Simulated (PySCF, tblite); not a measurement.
# BH₅O₅SSi, a fragment of a glass network (dimer): NMR shifts, core binding energies and electronic excitations, part 2 of 2

tblite 0.8.0 and PySCF 2.14.0. Atoms count from 0, parts from 1. The steps go on from the part before.

### 5 Core-electron binding energies: SCAN, X2C

The job: settings as JSON, then the geometry in Å.

```
{"job": {"kind": "xps", "holes": 5}, "charge": 0, "multiplicity": 1}
O     -1.437050    -0.566715    -1.851034
Si    -1.410880    -0.099380    -0.275720
O     -2.815950    -0.601023     0.417721
O     -1.228731     1.521255    -0.176530
S      0.186888    -1.104968     0.792128
B      1.632929    -0.069632     0.374495
O      2.895075    -0.478699     0.661341
O      1.477609     1.151698    -0.224785
H     -1.657448    -1.487896    -2.016518
H     -2.949642    -0.356230     1.338051
H     -0.297699     1.786819    -0.251622
H      2.936297    -1.358439     1.048235
H      2.327679     1.569147    -0.409350
```

Level: delta-SCF UKS SCAN, pcX-2 on the ionised atom, pcseg-1 elsewhere, spin-free X2C.

The program printed:

```text
ground state, core basis on atom 0 (O), 176 functions
  cycle   1  E = -1093.22270711  |g| = 1.41e+00
  cycle   2  E = -1092.47034202  |g| = 2.44e+00
  cycle   3  E = -1093.56551741  |g| = 2.35e-01
  cycle   4  E = -1093.57873138  |g| = 8.44e-02
  cycle   5  E = -1093.58031936  |g| = 2.92e-02
  cycle   6  E = -1093.58047694  |g| = 1.02e-02
  cycle   7  E = -1093.58049415  |g| = 4.52e-03
  cycle   8  E = -1093.58049611  |g| = 7.53e-04
  cycle   9  E = -1093.58049923  |g| = 2.27e-04
  E(ground) = -1093.64389794 Eh
hole in O 1s of atom 0
  cycle   1  E = -1072.97029665  |g| = 2.22e+00
  cycle   2  E = -1071.05031393  |g| = 2.56e+00
  cycle   3  E = -1073.48204406  |g| = 7.33e-01
  cycle   4  E = -1073.70685616  |g| = 3.80e-01
  cycle   5  E = -1073.76886163  |g| = 1.78e-01
  cycle   6  E = -1073.77982064  |g| = 6.29e-02
  cycle   7  E = -1073.78134379  |g| = 1.58e-02
  cycle   8  E = -1073.78146838  |g| = 6.74e-03
  cycle   9  E = -1073.78148609  |g| = 2.67e-03
  cycle  10  E = -1073.78148834  |g| = 8.31e-04
  cycle  11  E = -1073.78148730  |g| = 2.42e-04
  E(ion) = -1073.84586852 Eh   <S^2> = 0.7615   hole on atom = 1.000   binding energy = 538.732 eV
ground state, core basis on atom 4 (S), 187 functions
  cycle   1  E = -1093.69259756  |g| = 4.10e-01
  cycle   2  E = -1093.69071349  |g| = 1.27e-01
  cycle   3  E = -1093.68734011  |g| = 1.84e-01
  cycle   4  E = -1093.69379393  |g| = 1.21e-02
  cycle   5  E = -1093.69382686  |g| = 4.85e-03
  cycle   6  E = -1093.69382966  |g| = 8.70e-04
  cycle   7  E = -1093.69382773  |g| = 2.12e-04
  E(ground) = -1093.74557527 Eh
hole in S 2p of atom 4
  cycle   1  E = -1087.01810973  |g| = 1.53e+00
  cycle   2  E = -1086.83739106  |g| = 1.36e+00
  cycle   3  E = -1087.34690518  |g| = 5.23e-01
  cycle   4  E = -1087.45543255  |g| = 1.58e-01
  cycle   5  E = -1087.46255007  |g| = 5.34e-02
  cycle   6  E = -1087.46341066  |g| = 3.39e-02
  cycle   7  E = -1087.46384229  |g| = 8.67e-03
  cycle   8  E = -1087.46386749  |g| = 3.28e-03
  cycle   9  E = -1087.46387147  |g| = 7.24e-04
  cycle  10  E = -1087.46387225  |g| = 6.40e-04
  cycle  11  E = -1087.46387254  |g| = 1.51e-04
  E(ion) = -1087.52133508 Eh   <S^2> = 0.7540   hole on atom = 1.001   binding energy = 169.370 eV
  2p3/2 = 168.875 eV   2p1/2 = 170.105 eV
ground state, core basis on atom 5 (B), 176 functions
  cycle   1  E = -1093.54725733  |g| = 5.61e-02
  cycle   2  E = -1093.54690367  |g| = 5.35e-02
  cycle   3  E = -1093.54750760  |g| = 1.96e-02
  cycle   4  E = -1093.54758190  |g| = 6.03e-03
  cycle   5  E = -1093.54759321  |g| = 1.05e-03
  cycle   6  E = -1093.54759435  |g| = 2.56e-04
  E(ground) = -1093.61468649 Eh
hole in B 1s of atom 5
  cycle   1  E = -1085.85980789  |g| = 1.18e+00
  cycle   2  E = -1083.04426629  |g| = 2.34e+00
  cycle   3  E = -1086.00924030  |g| = 7.27e-01
  cycle   4  E = -1086.22826465  |g| = 2.97e-01
  cycle   5  E = -1086.25424986  |g| = 1.46e-01
  cycle   6  E = -1086.26224262  |g| = 4.76e-02
  cycle   7  E = -1086.26300237  |g| = 2.25e-02
  cycle   8  E = -1086.26321802  |g| = 7.44e-03
  cycle   9  E = -1086.26325584  |g| = 3.66e-03
  cycle  10  E = -1086.26326248  |g| = 3.02e-03
  cycle  11  E = -1086.26326889  |g| = 1.14e-03
  cycle  12  E = -1086.26327043  |g| = 9.56e-04
  cycle  13  E = -1086.26327129  |g| = 2.46e-04
  E(ion) = -1086.33100446 Eh   <S^2> = 0.7880   hole on atom = 1.000   binding energy = 198.199 eV
ground state, core basis on atom 6 (O), 176 functions
  cycle   1  E = -1093.57677763  |g| = 1.01e-01
  cycle   2  E = -1093.57584994  |g| = 8.65e-02
  cycle   3  E = -1093.57660286  |g| = 5.59e-02
  cycle   4  E = -1093.57713056  |g| = 5.40e-03
  cycle   5  E = -1093.57713447  |g| = 9.12e-04
  cycle   6  E = -1093.57713562  |g| = 2.55e-04
  E(ground) = -1093.64017259 Eh
hole in O 1s of atom 6
  cycle   1  E = -1072.93800881  |g| = 2.22e+00
  cycle   2  E = -1070.11040037  |g| = 2.75e+00
  cycle   3  E = -1073.15596434  |g| = 1.08e+00
  cycle   4  E = -1073.68303799  |g| = 4.11e-01
  cycle   5  E = -1073.73601495  |g| = 1.51e-01
  cycle   6  E = -1073.74181759  |g| = 8.76e-02
  cycle   7  E = -1073.74588253  |g| = 1.85e-02
  cycle   8  E = -1073.74605335  |g| = 6.85e-03
  cycle   9  E = -1073.74607086  |g| = 3.08e-03
  cycle  10  E = -1073.74607545  |g| = 9.06e-04
  cycle  11  E = -1073.74607497  |g| = 3.09e-04
  E(ion) = -1073.81021584 Eh   <S^2> = 0.7609   hole on atom = 1.000   binding energy = 539.601 eV
ground state, core basis on atom 7 (O), 176 functions
  cycle   1  E = -1093.57617846  |g| = 1.19e-01
  cycle   2  E = -1093.57316096  |g| = 1.51e-01
  cycle   3  E = -1093.57695359  |g| = 4.21e-02
  cycle   4  E = -1093.57726369  |g| = 7.08e-03
  cycle   5  E = -1093.57727450  |g| = 1.28e-03
  cycle   6  E = -1093.57727520  |g| = 2.88e-04
  E(ground) = -1093.63987600 Eh
hole in O 1s of atom 7
  cycle   1  E = -1072.93046688  |g| = 2.22e+00
  cycle   2  E = -1069.94858254  |g| = 2.77e+00
  cycle   3  E = -1073.11201179  |g| = 1.14e+00
  cycle   4  E = -1073.68092660  |g| = 3.98e-01
  cycle   5  E = -1073.72647277  |g| = 1.72e-01
  cycle   6  E = -1073.73480519  |g| = 8.28e-02
  cycle   7  E = -1073.73762750  |g| = 1.41e-02
  cycle   8  E = -1073.73772265  |g| = 3.70e-03
  cycle   9  E = -1073.73772842  |g| = 1.74e-03
  cycle  10  E = -1073.73773024  |g| = 1.16e-03
  cycle  11  E = -1073.73773090  |g| = 2.20e-04
  E(ion) = -1073.80172318 Eh   <S^2> = 0.7609   hole on atom = 1.000   binding energy = 539.824 eV
```

Wall time 49 s (1 thread of Arm Neoverse V2, shared host); peak memory 0.69 GiB.

Binding energies by hole, beside the orbital energy of the ground state; the difference holds orbital relaxation and, for a density functional, its self-interaction error:

```tsv
hole	stands for	environment	ΔSCF (eV; 2p as the shell's mean)	−ε (eV)	⟨S²⟩
O1s on O0	O0	oxygen bonded to Si, H	538.73	516.8	0.761
S2p on S4	S4	sulfur bonded to B, Si	169.28	157.8	0.754
B1s on B5	B5	boron bonded to 2 O, S	198.20	182.3	0.788
O1s on O6	O6	oxygen bonded to B, H	539.60	517.6	0.761
O1s on O7	O7	oxygen bonded to B, H	539.82	517.8	0.761
```

With the spin-orbit splitting: S4 2p3/2 168.87, 2p1/2 170.10 eV. The table gives each 2p level as the mean over the whole 2p shell (two parts 2p3/2, one part 2p1/2), which differs a little from the single hole in the log.

### 6 TDDFT and polarisability: CAM-B3LYP/def2-SVPD

The job, as its differences from that of step 5:

```diff
@@ -1,2 +1,2 @@
-{"job": {"kind": "xps", "holes": 5}, "charge": 0, "multiplicity": 1}
+{"job": {"kind": "uv", "xc": "CAM-B3LYP", "basis": "def2-SVPD", "nstates": 6, "ntriplets": 2, "ip": true}, "charge": 0, "multiplicity": 1}
 O     -1.437050    -0.566715    -1.851034
```

Level: TDDFT CAM-B3LYP/def2-SVPD, vertical, gas phase, core orbitals frozen in the response.

The program printed:

```text
coarse grid: 12864 points
cycle   1  E = -1090.9188038963  dE =  1.290e+00  |g| = 1.308e+00  |ddm| = 4.958e+00
cycle   2  E = -1090.7524481094  dE =  1.664e-01  |g| = 1.653e+00  |ddm| = 3.700e+00
cycle   3  E = -1091.2408249275  dE = -4.884e-01  |g| = 8.918e-02  |ddm| = 1.931e+00
cycle   4  E = -1091.2425268959  dE = -1.702e-03  |g| = 3.679e-02  |ddm| = 2.084e-01
cycle   5  E = -1091.2428287884  dE = -3.019e-04  |g| = 1.193e-02  |ddm| = 6.027e-02
cycle   6  E = -1091.2428526747  dE = -2.389e-05  |g| = 4.186e-03  |ddm| = 1.549e-02
cycle   7  E = -1091.2428563365  dE = -3.662e-06  |g| = 7.386e-04  |ddm| = 5.726e-03
final grid: 117784 points
cycle   8  E = -1091.4040889914  dE = -3.933e-05  |g| = 2.068e-03  |ddm| = 5.028e-02
cycle   9  E = -1091.4040893749  dE = -3.835e-07  |g| = 1.950e-03  |ddm| = 5.039e-03
cycle  10  E = -1091.4040900459  dE = -6.710e-07  |g| = 3.624e-04  |ddm| = 2.096e-03
cycle  11  E = -1091.4040900729  dE = -2.696e-08  |g| = 1.364e-04  |ddm| = 5.848e-04
cycle  12  E = -1091.4040900774  dE = -4.548e-09  |g| = 3.288e-05  |ddm| = 2.592e-04
cycle  13  E = -1091.4040900777  dE = -2.569e-10  |g| = 1.455e-05  |ddm| = 5.593e-05
converged SCF energy = -1091.4040900777

Static polarisability (au): isotropic 76.427, principal 63.994 74.941 90.347

Singlet excitations
state   eV       nm        f      main configurations
  1   6.4426    192.4   0.02943   H->L 0.82, H->L+2 0.10
  2   6.9675    177.9   0.00983   H->L+1 0.38, H->L+2 0.22, H->L+5 0.15
  3   7.1848    172.6   0.10921   H->L+3 0.44, H->L+4 0.42
  4   7.5562    164.1   0.01267   H->L+1 0.47, H->L+2 0.32
  5   7.6699    161.7   0.16177   H-1->L 0.85
  6   7.9304    156.3   0.00517   H->L+5 0.20, H->L+3 0.19, H->L+4 0.17

Triplet excitations (Tamm-Dancoff, eV): 6.2384 6.4258
Vertical ionisation energy (delta-SCF) = 9.9402 eV
```

Wall time 2.8 min (1 thread of Arm Neoverse V2, shared host); peak memory 1.2 GiB.

The orbitals next to the gap, with their largest atomic shares:

```tsv
orbital	eV	atoms
HOMO−3	-11.14	O3 60 %, O0 10 %, O2 9 %
HOMO−2	-11.01	O2 43 %, S4 27 %, B5 10 %
HOMO−1	-10.14	S4 50 %, O3 15 %, O0 11 %
HOMO	-9.07	S4 70 %, B5 10 %, O0 5 %
LUMO	0.15	B5 33 %, S4 14 %, Si1 10 %
LUMO+1	0.87	S4 28 %, O2 13 %, Si1 13 %
LUMO+2	1.07	S4 23 %, O7 21 %, O6 19 %
```

With each of the 6 states as a Gaussian band of 0.4 eV half-width at 1/e, the curve within the window shown has maxima at 164 nm (ε 8,500) L/(mol cm). Beyond the last state computed it falls off for lack of states. The curve at chosen wavelengths:

(nm, ε (L/mol/cm)): (151, 1073), (153, 2074), (156, 4272), (158, 5899), (161, 7809), (163, 8434), (166, 8441), (168, 8046), (171, 7166), (173, 6455), (175, 5660), (178, 4390), (180, 3586), (183, 2610), (185, 2157), (188, 1741), (190, 1578), (192, 1453), (195, 1265), (197, 1120), (200, 873), (202, 706), (205, 478), (207, 352), (210, 209), (212, 141)

Further results of this job:

```tsv
property	computed
dipole moment (D)	3.00
polarisability (Å³)	11.33
HOMO–LUMO gap (eV)	9.22
−ε(HOMO) (eV)	9.07
```

### 7 Results

This closing draws on all 2 parts.

| quantity | value |
| --- | --- |
| point group | C1 |
| rotational constants (main isotopes) | 2.53, 0.94, 0.83 GHz |
| ¹H shifts against TMS (PBE0/pcSseg-1) | 5.00, 4.04, 4.02, 2.01, 1.95 ppm |
| ¹⁷O shifts against H2O (PBE0/pcSseg-1) | 138.3, 115.6, 79.1, 74.3, 72.2 ppm |
| ²⁹Si shifts against TMS (PBE0/pcSseg-1) | -39.6 ppm |
| ³³S shifts against CS2 (PBE0/pcSseg-1) | -187 ppm |
| ¹¹B shifts against BF3·OEt2 (PBE0/pcSseg-1) | 29.9 ppm |
| potential on the surface of density 0.002 e/bohr³, 1st and 99th percentile | -1.58 V and 2.67 V |
| O1s binding energies, SCAN/pcX-2 (standing for 3 of 5 atoms) | O7 539.82, O6 539.60, O0 538.73 eV |
| S2p binding energies, SCAN/pcX-2 | S4 169.28 eV |
| B1s binding energies, SCAN/pcX-2 | B5 198.20 eV |
| lowest singlet (CAM-B3LYP/def2-SVPD) | 6.44 eV (192 nm), f = 0.029 |
| brightest single state of those computed | state 5, 7.67 eV, f = 0.162 |
| lowest triplet | 6.24 eV |
| vertical ionisation energy (ΔSCF) | 9.94 eV |

In words: The start of the PBE0/def2-SVP relaxation was shaken at random by about 0.01 Å, so part of the energy gained, and of the first lengths quoted, undoes that. The optimisation took 8 steps and gained 0.244 eV; among the close pairs (by a distance rule), O3–H10 changed most, from 0.915 to 0.971 Å (PBE0/def2-SVP). No frequency check was run at this level, so the end point may be a saddle. At SCAN/pcX-2: The O1s levels kept as sound span 1.09 eV, from O0 (oxygen bonded to Si, H) up to O7 (oxygen bonded to B, H). Only 3 of the 5 O atoms are covered by sound results. The first singlet state (HOMO→LUMO 0.82, HOMO→LUMO+2 0.10) lies at 6.44 eV and is weak; of the 6 states computed, the strongest absorption comes from state 5 at 7.67 eV. The lowest triplet lies 0.20 eV below the lowest singlet (triplets in Tamm-Dancoff, singlets in full TDDFT). ΔSCF puts the ionisation energy at 9.94 eV, 0.87 eV above −ε(HOMO). A capped cluster stands for the solid here, so long-range fields and strain are missing, and bands or shifts of the capping hydrogens have no counterpart in it.
